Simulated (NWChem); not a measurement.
# SeO2 (selenium dioxide) at 6 levels

Wanted: a comparison of 6 runs (HF/STO-3G, HF/3-21G, PBE/def2-TZVPP, B3LYP/6-31G*, PBE0/def2-TZVPP, r2SCAN/def2-TZVPP) of SeO2 (selenium dioxide). 

The results are computed with NWChem 7.3.0.

2 further runs of the same task are left out: 1 that didn't finish, 1 set aside as unsound or not needed. Runs told in other sessions of the task aren't counted.

## (1) The molecule

The species is SeO2 (3 atoms), meant as a singlet with charge 0. As SMILES, `O=[Se]=O`. The coordinates come from a PBE0-D4/def2-TZVP relaxation.

Bond lengths: O1–Se2 1.599 Å, Se2–O3 1.599 Å. Angles: O1–Se2–O3 113.8°.

## (2) Energy and gradient at HF/STO-3G (run 1)

sp.nw reads:

```
start sp
memory total 2200 mb

geometry units angstrom noautosym nocenter noautoz
 O      0.450000    -1.291360     0.094840
 Se    -0.515880    -0.067700    -0.261270
 O      0.065880     1.359070     0.166440
end

basis spherical bse
 * library STO-3G
end

scf
 thresh 1e-08
 maxiter 80
 print low
end

task scf gradient
```

Launch:

```bash
$ nwchem sp.nw > sp.out
```

Output:

```text
[...]
  functions       =    28
[...]
  wavefunction    = RHF
[...]
         Total SCF energy =  -2520.982110652044
      One-electron energy =  -3910.060261744833
      Two-electron energy =   1196.413334097911
 Nuclear repulsion energy =    192.664816994879
        Time for solution =      2.0s
[...]
                         RHF ENERGY GRADIENTS
    atom               coordinates                        gradient
                 x          y          z           x          y          z
   1 O       0.850377  -2.440317   0.179222   -0.053531   0.042391  -0.022242
   2 Se     -0.974872  -0.127934  -0.493729    0.093009   0.012215   0.047106
   3 O       0.124495   2.568270   0.314526   -0.039478  -0.054605  -0.024865
 Task  times  cpu:        2.4s     wall:        2.4s
 Total times  cpu:        2.4s     wall:        2.4s
```

It took 3 s on 1 thread of Intel Xeon Platinum 8559C (Emerald Rapids), shared host; peak memory 0.11 GiB.

## (3) Energy and forces at HF/3-21G (run 2)

job.nw reads:

```
start job
title "O2Se gradient"
memory stack 880 mb heap 220 mb global 1100 mb

geometry noautosym nocenter noautoz
  O     0.450000   -1.291360    0.094840
  Se   -0.515880   -0.067700   -0.261270
  O     0.065880    1.359070    0.166440
end

basis spherical bse
  * library 3-21G
end

scf
  nopen 0
  rhf
  thresh 1e-08
  maxiter 80
  print low
end

task scf gradient
```

Launch:

```bash
$ nwchem job.nw > job.out
```

Output:

```text
[...]
  functions       =    40
[...]
  wavefunction    = RHF
[...]
         Total SCF energy =  -2537.209697280503
      One-electron energy =  -3916.530371751192
      Two-electron energy =   1186.655857475810
 Nuclear repulsion energy =    192.664816994879
        Time for solution =      2.5s
[...]
                         RHF ENERGY GRADIENTS
    atom               coordinates                        gradient
                 x          y          z           x          y          z
   1 O       0.850377  -2.440317   0.179222   -0.013539   0.013340  -0.005367
   2 Se     -0.974872  -0.127934  -0.493729    0.022782   0.003000   0.011539
   3 O       0.124495   2.568270   0.314526   -0.009243  -0.016340  -0.006172
 Task  times  cpu:        3.1s     wall:        3.1s
 Total times  cpu:        3.1s     wall:        3.1s
```

Wall time 3.9 s (1 thread of Intel Xeon Platinum 8559C (Emerald Rapids), shared host); peak memory 0.11 GiB.

Runs 3 to 5 aren't shown in full; the table further down has their settings and results.

## (4) Energy and forces at r2SCAN/def2-TZVPP (run 6)

nw.nw reads:

```
echo
start nw
memory stack 880 mb heap 220 mb global 1100 mb

geometry units angstrom noautosym nocenter noautoz
  O      0.450000    -1.291360     0.094840
  Se    -0.515880    -0.067700    -0.261270
  O      0.065880     1.359070     0.166440
end

basis spherical bse
  * library def2-TZVPP
end

dft
  xc r2scan
  grid fine
  convergence energy 1e-08
  iterations 100
  mulliken
  noprint "final vectors analysis"
end

task dft gradient
```

Launch:

```bash
$ nwchem nw.nw > nw.out
```

Output:

```text
[...]
          Wavefunction type:  closed shell.
          No. of atoms     :     3
          No. of electrons :    50
[...]
          Charge           :     0
          Spin multiplicity:     1
[...]
          AO basis - number of functions:   110
[...]
              XC Information
              --------------
                      r^2SCAN Method XC Functional
               r^2SCAN metaGGA Exchange Functional  1.000
                     r^2SCAN Correlation Potential  1.000
[...]
 d= 0,ls=0.0,diis     1  -2551.7457170091 -2.74D+03  1.86D-02  1.71D+00     5.1
[...]
 d= 0,ls=0.0,diis    12  -2551.9277180130 -3.09D-11  4.44D-08  5.42D-11    37.3
         Total DFT energy =    -2551.927718012971
      One electron energy =    -3931.884339530805
           Coulomb energy =     1291.544203631438
    Exchange-Corr. energy =     -104.252399108482
 Nuclear repulsion energy =      192.664816994879
[...]
      Total Density - Mulliken Population Analysis
     ---------------------------------------------
    Atom       Charge   Shell Charges
 -----------   ------   -------------------------------------------------------
    1 O    8     8.44   0.79  1.18  0.63  0.95  0.36  1.81  1.87  0.82  0.00  0.03  0.00
    2 Se  34    33.13   2.00  2.00  1.17  0.77  1.09  0.83  6.00  5.92  0.99  1.52  0.33  8.94  1.04  0.21  0.25  0.07
    3 O    8     8.44   0.79  1.18  0.63  0.95  0.36  1.81  1.87  0.82  0.00  0.03  0.00
[...]
  wavefunction    = closed shell
                         DFT ENERGY GRADIENTS
    atom               coordinates                        gradient
                 x          y          z           x          y          z
   1 O       0.850377  -2.440317   0.179222   -0.008043   0.009944  -0.002989
   2 Se     -0.974872  -0.127934  -0.493729    0.012960   0.001708   0.006564
   3 O       0.124495   2.568270   0.314526   -0.004917  -0.011653  -0.003575
[...]
```

Wall time 48 s (1 thread of Intel Xeon Platinum 8559C (Emerald Rapids), shared host); peak memory 0.14 GiB.

## (5) All runs side by side

```tsv
run	level	iteration cap	module	energy (Eh)	largest force (eV/Å)	wall time
1	HF/STO-3G	80	scf	-2520.982111	5.398	3 s
2	HF/3-21G	80	scf	-2537.209697	1.322	3.9 s
3	PBE/def2-TZVPP	100	dft	-2551.512439	1.683	43 s
4	B3LYP/6-31G* (Cartesian functions)	100	dft	-2551.654863	1.205	14 s
5	PBE0/def2-TZVPP	100	dft	-2551.558317	0.004	36 s
6	r2SCAN/def2-TZVPP	100	dft	-2551.927718	0.752	48 s
```

## (6) Outcome

| quantity | value |
| --- | --- |
| run 6: total energy | -2551.92772 Eh |
| run 6: dipole moment | 2.64 D |
| run 6: largest force on an atom | 0.752 eV/Å |

In words: Over runs 4, 5, 6 the dipole moment (its size) runs from 2.64 D (r2SCAN/def2-TZVPP) to 2.80 D (PBE0/def2-TZVPP). Totals of different functionals can't be ranked against each other. In run 1 the basis is minimal, so the values are rough. All runs together took 2.5 min, the longest 48 s.
